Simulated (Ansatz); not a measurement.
# CH₆NOSb: a ladder of functionals and wavefunction methods

How much do the methods differ for CH₆NOSb? The plan is to run it at one geometry with functionals of several rungs and with coupled cluster. The yardstick is the atomisation energy at the CCSD(T) limit.

Computed with Ansatz 0.2.0, Gaussian basis. Level: functionals in def2-TZVPP, the program's frozen cores in correlated methods.

Plan: PBE-D4, r2SCAN-D4, PBE0-D4, B3LYP-D4, ωB97X-V, ωB97M-V, B2PLYP; CCSD(T)/def2-TZVPP; MP2/def2-QZVPP; extrapolation to the limit.

### 1 The relaxed structure

An earlier PBE0-D4 in a triple-zeta def2 set relaxation fixed the geometry. Sb takes the def2 core potential; no spin-orbit term is included.

SMILES `[NH2][SbH][CH2]O`, 10 atoms, charge 0, spin multiplicity 1.

Atoms are counted from 1 here; the program's logs count them from 0.

Bond lengths: N1–Sb2 2.039 Å, N1–H5 1.011 Å, N1–H6 1.011 Å, Sb2–C3 2.165 Å, Sb2–H7 1.725 Å, C3–O4 1.412 Å, C3–H8 1.096 Å, C3–H9 1.097 Å, O4–H10 0.961 Å. Angles: Sb2–N1–H5 114.0°, Sb2–N1–H6 111.7°, H5–N1–H6 108.0°, N1–Sb2–C3 94.6°, N1–Sb2–H7 97.1°, C3–Sb2–H7 90.8°, Sb2–C3–O4 107.2°, Sb2–C3–H8 106.8°, Sb2–C3–H9 108.9°, O4–C3–H8 112.4°, O4–C3–H9 112.3°, H8–C3–H9 109.0°, C3–O4–H10 108.9°.

### 2 PBE-D4 (GGA)

The input, in.yaml:

```yaml
crystal:
  periodic: [false, false, false]
  atoms:
    - {symbol: N, position_ang: [-1.543797, 1.148986, 0.018854]}
    - {symbol: Sb, position_ang: [0.411684, 1.179753, -0.556747]}
    - {symbol: C, position_ang: [0.786745, -0.881616, -0.010063]}
    - {symbol: O, position_ang: [0.636051, -1.657308, -1.180511]}
    - {symbol: H, position_ang: [-1.681781, 1.272586, 1.013242]}
    - {symbol: H, position_ang: [-2.086757, 1.853884, -0.461903]}
    - {symbol: H, position_ang: [1.067363, 1.721764, 0.943926]}
    - {symbol: H, position_ang: [0.053192, -1.142542, 0.761769]}
    - {symbol: H, position_ang: [1.795716, -0.959334, 0.414658]}
    - {symbol: H, position_ang: [0.644683, -2.587371, -0.940223]}
basis:
  gaussian: {orbitals: def2-TZVPP}
hamiltonian: {xc: pbe, dispersion: d4}
output: {forces: true, orbitals: {seedname: orbitals}}
```

The run is started by

```sh
> ansatz run in.yaml --threads 4 --pin off --events-out ev --progress --plain --max-ram 10444MiB
```

The runs that follow: r2SCAN-D4 (meta-GGA); PBE0-D4 (hybrid); B3LYP-D4 (hybrid); ωB97X-V (range-separated); ωB97M-V (range-separated); B2PLYP (double hybrid); CCSD(T) in def2-TZVPP; MP2 in def2-QZVPP.

Before running them: what should the planned runs give, taken together? Wanted: atomisation energy, CCSD(T)/CBS; farthest; mean size of error, hybrid; mean size of error, range-separated; gap, smallest and largest; T1 diagnostic; triples share of the correlation energy.

**Answer**, as computed:

| quantity | value |
| --- | --- |
| atomisation energy, CCSD(T)/CBS | 3224.2 kJ/mol |
| functionals within 32.2 kJ/mol (1.0 %) | PBE0-D4, B3LYP-D4, ωB97X-V, ωB97M-V |
| farthest | PBE-D4 (+66.9 kJ/mol) |
| mean size of error, hybrid | 16.6 kJ/mol |
| mean size of error, range-separated | 9.4 kJ/mol |
| gap, smallest and largest | 4.44 eV (PBE-D4), 10.49 eV (ωB97X-V) |
| T1 diagnostic | 0.0126 |
| triples share of the correlation energy | 3.4 % |

What this shows: PBE-D4 misses by +66.9 kJ/mol. Double hybrids carry the basis error of their MP2 part in triple zeta, and no dispersion term here, so their miss is partly the set-up's. The reference freezes the cores and leaves out spin-orbit coupling and excitations past (T), and its outer-core shells are covered unevenly, so misses under about 32.2 kJ/mol can't be ranked. All levels share the lack of spin-orbit coupling, which lowers the free heavy atoms and so the true binding. Hartree-Fock recovers 64 % of the binding; the rest is correlation. The gap grows from 4.4 to 10.5 eV across the functionals, mostly with the share of exact exchange. Correlated methods include outer-core shells of Sb, which these sets cover unevenly.
